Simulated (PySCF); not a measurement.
# C₅H₃F₂S₂−: runs on many settings

Which settings matter for C₅H₃F₂S₂− (`FC(F)c1ccsc1[S-]`)?

Programs: PySCF 2.14.0, with density-fitted response routines of our own. Each step states its level of theory. These are calculated values for one molecule in the gas phase, unless marked as measured. Atoms count from 0, in the outputs and in this text.

## Step 1: Starting geometry

12 atoms, charge -1, multiplicity 1; geometry from: GFN2-xTB.

Bonds of the start (Å): F0–C1 1.38, C1–F2 1.38, C1–C3 1.47, C3–C4 1.41, C4–C5 1.35, C5–S6 1.74, S6–C7 1.78, C7–S8 1.67, C7–C3 1.39, C1–H9 1.10, C4–H10 1.08, C5–H11 1.07.

## Step 2: Shielding tensors: PBE0/pcSseg-1

What the job is given:

```
{"job": {"kind": "nmr", "xc": "PBE0", "basis": "pcSseg-1"}, "charge": -1, "multiplicity": 1}
F     -2.043876    -0.849470     1.179799
C     -1.612723    -0.387752    -0.045543
F     -1.841375    -1.461673    -0.879268
C     -0.205653     0.050333    -0.037268
C      0.888739    -0.772108     0.315248
C      2.082066    -0.139682     0.244340
S      1.906171     1.513603    -0.264914
C      0.142897     1.346744    -0.389101
S     -0.860389     2.596801    -0.860095
H     -2.287762     0.423259    -0.352889
H      0.770179    -1.802063     0.610031
H      3.062925    -0.518678     0.453633
```

With the program's defaults for keys left out, this is: GIAO PBE0/pcSseg-1 NMR shielding, non-relativistic, gas phase.

Run with:

```bash
$ OMP_NUM_THREADS=1 python probes_run.py task.json out
```

This one command runs all jobs of the session in turn.

The program printed:

```text
coarse grid: 12712 points
cycle   1  E = -1187.5113223889  dE =  1.531e+00  |g| = 7.506e-01  |ddm| = 3.797e+00
cycle   2  E = -1187.4376153106  dE =  7.371e-02  |g| = 1.021e+00  |ddm| = 1.808e+00
cycle   3  E = -1187.6280031245  dE = -1.904e-01  |g| = 9.884e-02  |ddm| = 1.063e+00
cycle   4  E = -1187.6299031582  dE = -1.900e-03  |g| = 5.051e-02  |ddm| = 2.088e-01
cycle   5  E = -1187.6305151643  dE = -6.120e-04  |g| = 1.556e-02  |ddm| = 8.863e-02
cycle   6  E = -1187.6305793608  dE = -6.420e-05  |g| = 3.496e-03  |ddm| = 2.752e-02
cycle   7  E = -1187.6305819281  dE = -2.567e-06  |g| = 1.510e-03  |ddm| = 6.400e-03
final grid: 118856 points
cycle   8  E = -1187.7023791653  dE = -3.004e-05  |g| = 1.021e-02  |ddm| = 3.604e-02
cycle   9  E = -1187.7023351489  dE =  4.402e-05  |g| = 1.680e-02  |ddm| = 3.102e-02
cycle  10  E = -1187.7024025774  dE = -6.743e-05  |g| = 1.607e-03  |ddm| = 2.306e-02
cycle  11  E = -1187.7024031798  dE = -6.024e-07  |g| = 5.280e-04  |ddm| = 2.744e-03
cycle  12  E = -1187.7024032454  dE = -6.559e-08  |g| = 1.603e-04  |ddm| = 6.836e-04
cycle  13  E = -1187.7024032520  dE = -6.570e-09  |g| = 5.731e-05  |ddm| = 2.815e-04
cycle  14  E = -1187.7024032528  dE = -8.156e-10  |g| = 1.311e-05  |ddm| = 8.512e-05
converged SCF energy = -1187.7024032528

GIAO shielding tensors (ppm)
atom      isotropic    diamagn.    paramagn.     s11        s22        s33       span
  0 F      301.880     474.160    -172.280    180.727    349.738    375.173    194.446
  1 C       63.200     233.407    -170.206     48.114     67.456     74.031     25.917
  2 F      301.834     474.149    -172.315    180.681    349.753    375.069    194.388
  3 C       60.471     259.483    -199.012     -9.067     54.250    136.230    145.296
  4 C       59.933     246.999    -187.066    -25.975     55.306    150.468    176.444
  5 C       78.208     259.239    -181.031      2.683     90.288    141.653    138.970
  6 S      251.656    1055.943    -804.287     12.526    362.166    380.276    367.750
  7 C       -5.612     255.712    -261.325    -81.821    -19.290     84.274    166.095
  8 S      496.937    1056.983    -560.046    262.620    476.395    751.796    489.176
  9 H       23.892      27.651      -3.759     20.348     22.646     28.682      8.334
 10 H       25.157      31.289      -6.133     22.506     25.193     27.771      5.265
 11 H       26.543      31.717      -5.174     23.710     25.761     30.158      6.447
```

Wall time 54 s (1 thread of Arm Neoverse N1, shared host); peak memory 0.86 GiB.

The references, computed at this level on geometries of the same kind, shield at (ppm): ¹H TMS 31.72, ¹³C TMS 186.9, ¹⁹F CFCl3 170.9, ³³S CS2 504. Their shielding less the atom's gives the shift. The references are single molecules in the gas phase, so shifts against H2O, NH3, PH3, H3PO4 or CFCl3 are not on the usual liquid scales and can be off by tens of ppm. Atoms listed in one row are averaged.

| atoms | environment | σ (ppm) | δ (ppm) |
| --- | --- | --- | --- |
| C7 | aromatic carbon bearing sulfur | -5.6 | 192.5 |
| C4 | aromatic CH | 59.9 | 127.0 |
| C3 | substituted aromatic carbon | 60.5 | 126.5 |
| C1 | sp3 CH bonded to 2 F, on an aromatic ring | 63.2 | 123.7 |
| C5 | aromatic CH next to the ring sulfur | 78.2 | 108.7 |
| H9 | hydrogen on an sp3 CH bonded to 2 F, on an aromatic ring | 23.89 | 7.83 |
| H10 | hydrogen on an aromatic CH | 25.16 | 6.56 |
| H11 | hydrogen on an aromatic CH next to the ring sulfur | 26.54 | 5.17 |
| F0, F2 | fluorine of a CF2 group | 301.9 | -130.9 |
| S6 | aromatic ring sulfur | 252 | 252 |
| S8 | sulfur bonded to C | 497 | 7 |

Charges from the same density, by scheme (e):

| atoms | Mulliken | IAO | Hirshfeld | ESP fit |
| --- | --- | --- | --- | --- |
| F0, F2 | -0.35 | -0.34 | -0.16 | -0.27 |
| C1 | 0.63 | 0.43 | 0.12 | 0.35 |
| C3 | -0.26 | -0.16 | -0.11 | 0.10 |
| C4 | 0.03 | -0.18 | -0.10 | -0.39 |
| C5 | -0.31 | -0.38 | -0.14 | -0.25 |
| S6 | 0.18 | 0.21 | -0.01 | -0.07 |
| C7 | -0.36 | -0.21 | -0.06 | -0.04 |
| S8 | -0.42 | -0.47 | -0.46 | -0.57 |

Mayer bond orders: F0–C1 0.92, C1–F2 0.92, C1–C3 1.08, C3–C4 1.22, C4–C5 1.60, C5–S6 1.08, S6–C7 1.07, C7–S8 1.40, C7–C3 1.35.

Ring of atoms C3, C4, C5, S6, C7: NICS(0) -9.2, NICS(1) -8.1, NICS(1)zz -16.1 ppm (means of both faces).

## Step 3: Excited states and response: PBE0/def2-SVPD

The job, as its differences from that of step 2:

```diff
@@ -1,2 +1,2 @@
-{"job": {"kind": "nmr", "xc": "PBE0", "basis": "pcSseg-1"}, "charge": -1, "multiplicity": 1}
+{"job": {"kind": "uv", "xc": "PBE0", "basis": "def2-SVPD", "nstates": 6, "ntriplets": 2}, "charge": -1, "multiplicity": 1}
 F     -2.043876    -0.849470     1.179799
```

Method: TDDFT PBE0/def2-SVPD, vertical, gas phase, core orbitals frozen in the response.

The program printed:

```text
coarse grid: 12712 points
cycle   1  E = -1187.0321507612  dE =  1.455e+00  |g| = 7.012e-01  |ddm| = 8.670e+00
cycle   2  E = -1186.9522413806  dE =  7.991e-02  |g| = 9.638e-01  |ddm| = 3.045e+00
cycle   3  E = -1187.1453139085  dE = -1.931e-01  |g| = 9.527e-02  |ddm| = 1.765e+00
cycle   4  E = -1187.1471188659  dE = -1.805e-03  |g| = 5.104e-02  |ddm| = 3.498e-01
cycle   5  E = -1187.1477717723  dE = -6.529e-04  |g| = 1.753e-02  |ddm| = 1.875e-01
cycle   6  E = -1187.1478571750  dE = -8.540e-05  |g| = 4.844e-03  |ddm| = 5.971e-02
cycle   7  E = -1187.1478625957  dE = -5.421e-06  |g| = 1.896e-03  |ddm| = 1.767e-02
final grid: 118856 points
cycle   8  E = -1187.2740719141  dE = -1.299e-05  |g| = 1.303e-02  |ddm| = 1.647e-01
cycle   9  E = -1187.2739805810  dE =  9.133e-05  |g| = 2.245e-02  |ddm| = 8.469e-02
cycle  10  E = -1187.2741148149  dE = -1.342e-04  |g| = 1.942e-03  |ddm| = 6.277e-02
cycle  11  E = -1187.2741157540  dE = -9.391e-07  |g| = 5.574e-04  |ddm| = 5.476e-03
cycle  12  E = -1187.2741158342  dE = -8.020e-08  |g| = 1.773e-04  |ddm| = 1.776e-03
cycle  13  E = -1187.2741158426  dE = -8.379e-09  |g| = 5.268e-05  |ddm| = 5.811e-04
cycle  14  E = -1187.2741158432  dE = -6.430e-10  |g| = 2.041e-05  |ddm| = 1.637e-04
converged SCF energy = -1187.2741158432

Static polarisability (au): isotropic 117.247, principal 77.478 125.450 148.814

Singlet excitations
state   eV       nm        f      main configurations
  1   3.7660    329.2   0.00001   H->L+1 0.94
  2   3.7890    327.2   0.16809   H->L 0.95
  3   3.8189    324.7   0.00028   H-1->L 0.97
  4   4.2959    288.6   0.01222   H->L+2 0.77, H->L+4 0.17
  5   4.3893    282.5   0.00510   H->L+3 0.69, H->L+4 0.26
  6   4.5169    274.5   0.02510   H-1->L+1 0.91

Triplet excitations (Tamm-Dancoff, eV): 2.7033 3.6654
```

Run time: 73 s. Hardware: 1 thread of Arm Neoverse N1, shared host; peak memory 1 GiB.

Frontier orbitals and where they lie:

| orbital | eV | atoms |
| --- | --- | --- |
| HOMO−3 | -4.01 | C7 27 %, S8 24 %, C5 20 % |
| HOMO−2 | -3.39 | S6 46 %, C3 17 %, C4 16 % |
| HOMO−1 | -1.67 | S8 73 %, C7 12 %, S6 5 % |
| HOMO | -1.04 | S8 49 %, C5 13 %, C3 12 % |
| LUMO | 3.50 | C7 22 %, S6 21 %, S8 17 % |
| LUMO+1 | 3.65 | S6 69 %, H11 11 %, C5 6 % |
| LUMO+2 | 4.26 | S6 18 %, S8 13 %, C1 13 % |

With each of the 6 states as a Gaussian band of 0.4 eV half-width at 1/e, the curve within the window shown has maxima at 326 nm (ε 7,000) L/(mol cm). Beyond the last state computed it falls off for lack of states. The curve at chosen wavelengths:

```
 nm  ε (L/mol/cm)
257           745
262          1062
268          1449
273          1752
278          2048
284          2450
289          2884
295          3573
300          4276
305          5041
311          5917
316          6502
321          6871
327          6973
332          6773
337          6348
343          5624
348          4917
353          4181
359          3328
364          2684
370          2016
375          1557
380          1181
386           831
391           611
```

Ground-state properties from the same run:

| property | computed |
| --- | --- |
| polarisability (Å³) | 17.37 |
| HOMO–LUMO gap (eV) | 4.54 |
| −ε(HOMO) (eV) | 1.04 |

## Step 4: Ultraviolet spectrum: PW91/def2-SVPD

The job, as its differences from that of step 3:

```diff
@@ -1,2 +1,2 @@
-{"job": {"kind": "uv", "xc": "PBE0", "basis": "def2-SVPD", "nstates": 6, "ntriplets": 2}, "charge": -1, "multiplicity": 1}
+{"job": {"kind": "uv", "xc": "PW91", "basis": "def2-SVPD", "nstates": 1, "ntriplets": 5, "tda": true, "scf": {"damp": 0.1}}, "charge": -1, "multiplicity": 1}
 F     -2.043876    -0.849470     1.179799
```

Level: TDA PW91/def2-SVPD, vertical, gas phase, core orbitals frozen in the response.

The program printed:

```text
damping 0.10 in the first 6 cycles
final grid: 118856 points
cycle   1  E = -1187.6771763124  dE =  1.261e+00  |g| = 7.791e-01  |ddm| = 9.291e+00
cycle   2  E = -1187.4573350353  dE =  2.198e-01  |g| = 1.233e+00  |ddm| = 4.417e+00
cycle   3  E = -1186.7606088149  dE =  6.967e-01  |g| = 2.008e+00  |ddm| = 6.163e+00
cycle   4  E = -1179.1252126639  dE =  7.635e+00  |g| = 4.878e+00  |ddm| = 2.703e+01
cycle   5  E = -1149.5983230866  dE =  2.953e+01  |g| = 8.781e+00  |ddm| = 4.499e+01
cycle   6  E = -934.8256771601  dE =  2.148e+02  |g| = 1.893e+01  |ddm| = 6.620e+02
cycle   7  E = -644.5621976891  dE =  2.903e+02  |g| = 2.653e+01  |ddm| = 6.644e+02
cycle   8  E = -1020.6126429135  dE = -3.761e+02  |g| = 1.529e+01  |ddm| = 2.605e+02
cycle   9  E = -1088.9295507782  dE = -6.832e+01  |g| = 1.410e+01  |ddm| = 2.062e+02
cycle  10  E = -1168.7039863912  dE = -7.977e+01  |g| = 7.042e+00  |ddm| = 1.114e+02
cycle  11  E = -1157.5566676411  dE =  1.115e+01  |g| = 8.622e+00  |ddm| = 7.407e+01
cycle  12  E = -1183.3927387082  dE = -2.584e+01  |g| = 3.075e+00  |ddm| = 6.157e+01
cycle  13  E = -1171.5346403511  dE =  1.186e+01  |g| = 5.927e+00  |ddm| = 3.266e+01
cycle  14  E = -1187.1935996533  dE = -1.566e+01  |g| = 1.414e+00  |ddm| = 3.048e+01
cycle  15  E = -1187.4164180418  dE = -2.228e-01  |g| = 1.151e+00  |ddm| = 4.576e+00
cycle  16  E = -1187.7494563479  dE = -3.330e-01  |g| = 4.963e-01  |ddm| = 3.292e+00
cycle  17  E = -1187.7834698500  dE = -3.401e-02  |g| = 3.722e-01  |ddm| = 1.947e+00
cycle  18  E = -1187.8245422977  dE = -4.107e-02  |g| = 1.022e-01  |ddm| = 9.947e-01
cycle  19  E = -1187.8277250536  dE = -3.183e-03  |g| = 4.331e-02  |ddm| = 3.562e-01
cycle  20  E = -1187.8281537586  dE = -4.287e-04  |g| = 1.540e-02  |ddm| = 1.095e-01
cycle  21  E = -1187.8282400996  dE = -8.634e-05  |g| = 3.901e-03  |ddm| = 4.575e-02
cycle  22  E = -1187.8282436502  dE = -3.551e-06  |g| = 1.472e-03  |ddm| = 1.367e-02
cycle  23  E = -1187.8282441995  dE = -5.493e-07  |g| = 4.563e-04  |ddm| = 4.356e-03
cycle  24  E = -1187.8282442506  dE = -5.104e-08  |g| = 1.644e-04  |ddm| = 1.160e-03
cycle  25  E = -1187.8282442450  dE =  5.578e-09  |g| = 2.201e-04  |ddm| = 9.422e-04
cycle  26  E = -1187.8282442585  dE = -1.349e-08  |g| = 1.516e-05  |ddm| = 6.316e-04
cycle  27  E = -1187.8282442583  dE =  1.839e-10  |g| = 2.991e-05  |ddm| = 1.010e-04
converged SCF energy = -1187.8282442583

Static polarisability (au): isotropic 123.206, principal 80.525 133.395 155.698

Singlet excitations
state   eV       nm        f      main configurations
  1   3.0552    405.8   0.00003   H->L+1 1.00

Triplet excitations (Tamm-Dancoff, eV): 2.5811 3.0107 3.2314 3.4329 3.5474
```

Run time: 2.2 min. Hardware: 1 thread of Arm Neoverse N1, shared host; peak memory 0.93 GiB.

Key values: HOMO -0.20 eV, LUMO 2.66 eV; lowest singlet 3.06 eV.

## Step 5: Ultraviolet spectrum: X3LYP/6-31++G**

The job, as its differences from that of step 4:

```diff
@@ -1,2 +1,2 @@
-{"job": {"kind": "uv", "xc": "PW91", "basis": "def2-SVPD", "nstates": 1, "ntriplets": 5, "tda": true, "scf": {"damp": 0.1}}, "charge": -1, "multiplicity": 1}
+{"job": {"kind": "uv", "xc": "X3LYP", "basis": "6-31++G**", "nstates": 6, "ntriplets": 0, "tda": false, "scf": {"guess": "huckel"}}, "charge": -1, "multiplicity": 1}
 F     -2.043876    -0.849470     1.179799
```

With the program's defaults for keys left out, this is: TDDFT X3LYP/6-31++G**, vertical, gas phase, core orbitals frozen in the response.

The program printed:

```text
final grid: 118856 points
cycle   1  E = -1178.5841548218  dE =  6.601e+00  |g| = 5.837e+00  |ddm| = 3.306e+01
cycle   2  E = -1100.3756233899  dE =  7.821e+01  |g| = 1.209e+01  |ddm| = 2.672e+04
cycle   3  E = -1176.0210690663  dE = -7.565e+01  |g| = 4.654e+00  |ddm| = 2.634e+04
cycle   4  E = -1145.2096357504  dE =  3.081e+01  |g| = 1.019e+01  |ddm| = 8.153e+03
cycle   5  E = -1172.9114657767  dE = -2.770e+01  |g| = 6.127e+00  |ddm| = 7.374e+03
cycle   6  E = -1183.5212070190  dE = -1.061e+01  |g| = 3.271e+00  |ddm| = 1.168e+03
cycle   7  E = -1187.4687160394  dE = -3.948e+00  |g| = 1.417e+00  |ddm| = 2.254e+02
cycle   8  E = -1187.7583999576  dE = -2.897e-01  |g| = 1.192e+00  |ddm| = 3.584e+01
cycle   9  E = -1188.1753181988  dE = -4.169e-01  |g| = 3.853e-01  |ddm| = 1.228e+01
cycle  10  E = -1188.2189235531  dE = -4.361e-02  |g| = 2.512e-01  |ddm| = 4.946e+00
cycle  11  E = -1188.2349255453  dE = -1.600e-02  |g| = 6.609e-02  |ddm| = 2.435e+00
cycle  12  E = -1188.2360525102  dE = -1.127e-03  |g| = 2.763e-02  |ddm| = 4.881e-01
cycle  13  E = -1188.2362257887  dE = -1.733e-04  |g| = 7.936e-03  |ddm| = 1.574e-01
cycle  14  E = -1188.2362446208  dE = -1.883e-05  |g| = 2.503e-03  |ddm| = 1.382e-01
cycle  15  E = -1188.2362463052  dE = -1.684e-06  |g| = 9.341e-04  |ddm| = 2.022e-02
cycle  16  E = -1188.2362464877  dE = -1.825e-07  |g| = 2.820e-04  |ddm| = 9.807e-03
cycle  17  E = -1188.2362465048  dE = -1.710e-08  |g| = 7.751e-05  |ddm| = 3.599e-03
cycle  18  E = -1188.2362465061  dE = -1.311e-09  |g| = 2.377e-05  |ddm| = 9.856e-04
cycle  19  E = -1188.2362465062  dE = -1.244e-10  |g| = 1.088e-05  |ddm| = 4.362e-04
converged SCF energy = -1188.2362465062

Static polarisability (au): isotropic 117.358, principal 76.613 122.492 152.969

Singlet excitations
state   eV       nm        f      main configurations
  1   2.7453    451.6   0.00508   H->L 0.99
  2   3.3528    369.8   0.00230   H->L+1 0.97
  3   3.4971    354.5   0.00286   H-1->L 0.97
  4   3.5314    351.1   0.00286   H->L+3 0.97
  5   3.6235    342.2   0.16372   H->L+2 0.92
  6   3.7090    334.3   0.00059   H-1->L+2 0.97
```

Run time: 72 s. Hardware: 1 thread of Arm Neoverse N1, shared host; peak memory 0.89 GiB.

Key values: HOMO -0.84 eV, LUMO 2.55 eV; lowest singlet 2.75 eV.

## Step 6: NMR shieldings: PW91/6-31G

The job, as its differences from that of step 5:

```diff
@@ -1,2 +1,2 @@
-{"job": {"kind": "uv", "xc": "X3LYP", "basis": "6-31++G**", "nstates": 6, "ntriplets": 0, "tda": false, "scf": {"guess": "huckel"}}, "charge": -1, "multiplicity": 1}
+{"job": {"kind": "nmr", "xc": "PW91", "basis": "6-31G", "pop": true}, "charge": -1, "multiplicity": 1}
 F     -2.043876    -0.849470     1.179799
```

With the program's defaults for keys left out, this is: GIAO PW91/6-31G NMR shielding, non-relativistic, gas phase.

The program printed:

```text
coarse grid: 12712 points
cycle   1  E = -1188.0576738448  dE =  1.494e+00  |g| = 8.543e-01  |ddm| = 4.289e+00
cycle   2  E = -1187.7338409340  dE =  3.238e-01  |g| = 1.497e+00  |ddm| = 2.964e+00
cycle   3  E = -1188.2071145354  dE = -4.733e-01  |g| = 2.352e-01  |ddm| = 2.103e+00
cycle   4  E = -1188.2227780352  dE = -1.566e-02  |g| = 9.522e-02  |ddm| = 5.777e-01
cycle   5  E = -1188.2254511568  dE = -2.673e-03  |g| = 3.896e-02  |ddm| = 2.179e-01
cycle   6  E = -1188.2258331614  dE = -3.820e-04  |g| = 1.996e-02  |ddm| = 9.076e-02
cycle   7  E = -1188.2259471492  dE = -1.140e-04  |g| = 2.989e-03  |ddm| = 3.044e-02
cycle   8  E = -1188.2259498308  dE = -2.682e-06  |g| = 1.414e-03  |ddm| = 7.152e-03
final grid: 118856 points
cycle   9  E = -1188.1301064636  dE = -4.405e-06  |g| = 1.427e-02  |ddm| = 3.578e-02
cycle  10  E = -1188.1299381868  dE =  1.683e-04  |g| = 2.940e-02  |ddm| = 5.582e-02
cycle  11  E = -1188.1301506047  dE = -2.124e-04  |g| = 2.700e-03  |ddm| = 4.598e-02
cycle  12  E = -1188.1301534148  dE = -2.810e-06  |g| = 5.069e-04  |ddm| = 6.203e-03
cycle  13  E = -1188.1301534618  dE = -4.696e-08  |g| = 2.826e-04  |ddm| = 1.217e-03
cycle  14  E = -1188.1301534852  dE = -2.335e-08  |g| = 5.768e-05  |ddm| = 4.783e-04
cycle  15  E = -1188.1301534861  dE = -9.372e-10  |g| = 2.825e-05  |ddm| = 1.180e-04
converged SCF energy = -1188.1301534861

GIAO shielding tensors (ppm)
atom      isotropic    diamagn.    paramagn.     s11        s22        s33       span
  0 F      296.163     473.617    -177.454    187.169    334.145    367.175    180.006
  1 C       73.879     240.935    -167.056     54.114     83.202     84.322     30.208
  2 F      296.125     473.596    -177.471    187.132    334.159    367.085    179.953
  3 C       80.429     253.494    -173.065     24.128     76.656    140.504    116.376
  4 C       84.148     254.347    -170.199     15.011     81.101    156.333    141.322
  5 C       94.412     268.413    -174.001     35.776    100.631    146.829    111.053
  6 S      316.838    1058.769    -741.931    121.548    388.936    440.030    318.482
  7 C       22.616     268.849    -246.233    -40.696     22.757     85.787    126.484
  8 S      529.247    1057.513    -528.266    329.828    484.879    773.033    443.204
  9 H       25.316      28.656      -3.340     21.664     24.454     29.829      8.165
 10 H       26.558      31.278      -4.721     23.626     27.160     28.887      5.262
 11 H       27.920      32.439      -4.519     24.811     26.949     32.001      7.190
```

Run time: 34 s. Hardware: 1 thread of Arm Neoverse N1, shared host; peak memory 0.57 GiB.

In short: δ C7 173.9, C1 122.6, C3 116.1, C4 112.3, H9 7.63, H10 6.39 ppm.

## Step 7: Comparing the runs: NMR shifts

Shifts (ppm) of some atoms, chosen among heavy atoms and hydrogens apart, means over like atoms, with basis size and wall time:

| run | C7 | C4 | C3 | C5 | H9 | H10 | F0 | functions | time |
| --- | --- | --- | --- | --- | --- | --- | --- | --- | --- |
| PBE0/pcSseg-1 | 192.5 | 127.0 | 126.5 | 108.7 | 7.83 | 6.56 | -130.9 | 182 | 54 s |
| PW91/6-31G | 173.9 | 112.3 | 116.1 | 102.1 | 7.63 | 6.39 | -161.1 | 95 | 34 s |

## Step 8: Run by run: electronic excitations

Excitations and ground-state properties, with basis size and wall time:

| run | lowest singlet (eV) | brightest (eV) | f | gap (eV) | α (Å³) | functions | time |
| --- | --- | --- | --- | --- | --- | --- | --- |
| PBE0/def2-SVPD | 3.77 | 3.79 | 0.168 | 4.54 | 17.37 | 224 | 73 s |
| PW91/def2-SVPD | 3.06 | 3.06 | 0.000 | 2.86 | 18.26 | 224 | 2.2 min |
| X3LYP/6-31++G** | 2.75 | 3.62 | 0.164 | 3.39 | 17.39 | 188 | 72 s |

## Step 9: Outcome

| quantity | value |
| --- | --- |
| ¹³C shifts against TMS (PBE0/pcSseg-1) | 192.5, 127.0, 126.5, 123.7, 108.7 ppm |
| ¹H shifts against TMS (PBE0/pcSseg-1) | 7.83, 6.56, 5.17 ppm |
| ¹⁹F shifts against CFCl3 (PBE0/pcSseg-1, means over atoms taken as alike) | -130.9 ppm |
| ³³S shifts against CS2 (PBE0/pcSseg-1) | 252, 7 ppm |
| lowest singlet (PBE0/def2-SVPD) | 3.77 eV (329 nm), f = 0.000 |
| brightest single state of those computed | state 2, 3.79 eV, f = 0.168 |
| lowest triplet | 2.70 eV |
| range of the shift of F0 | -161.1 to -130.9 ppm |
| range of the lowest singlet | 2.75 to 3.77 eV |

In words: Single values in the summary come from the first run of each kind that ended normally (PBE0/pcSseg-1; PBE0/def2-SVPD), which need not be the best level. At PBE0/pcSseg-1: Shielding is most anisotropic at S8 (span 489 ppm, paramagnetic term -560 ppm). NICS(1)zz of -16 ppm above the planar ring from C3 marks a diatropic (aromatic) ring current. The first singlet state (HOMO→LUMO+1 0.94) lies at 3.77 eV and is dark; of the 6 states computed, the strongest absorption comes from state 2 at 3.79 eV. The lowest triplet lies 1.06 eV below the lowest singlet (triplets in Tamm-Dancoff, singlets in full TDDFT). The lowest singlet lies above −ε(HOMO); no detachment energy was computed, so the anion's states may not be bound. Among the atoms with a shift in every run: Across the 2 runs the shift of F0 (with its like atoms) moves most, between -161.1 (PW91/6-31G) and -130.9 ppm (PBE0/pcSseg-1). Most of that comes from the computed reference, not from the atom's own shielding. The lowest singlet runs from 2.75 eV (X3LYP/6-31++G**) to 3.77 eV (PBE0/def2-SVPD), while the orbital gap spans 2.86 to 4.54 eV. The lowest state need not be the same one in every run. The runs solved for a few states only, so the brightest column depends on that window.

The anion's highest level is positive in at least one run, so there the basis alone may hold the extra electron.
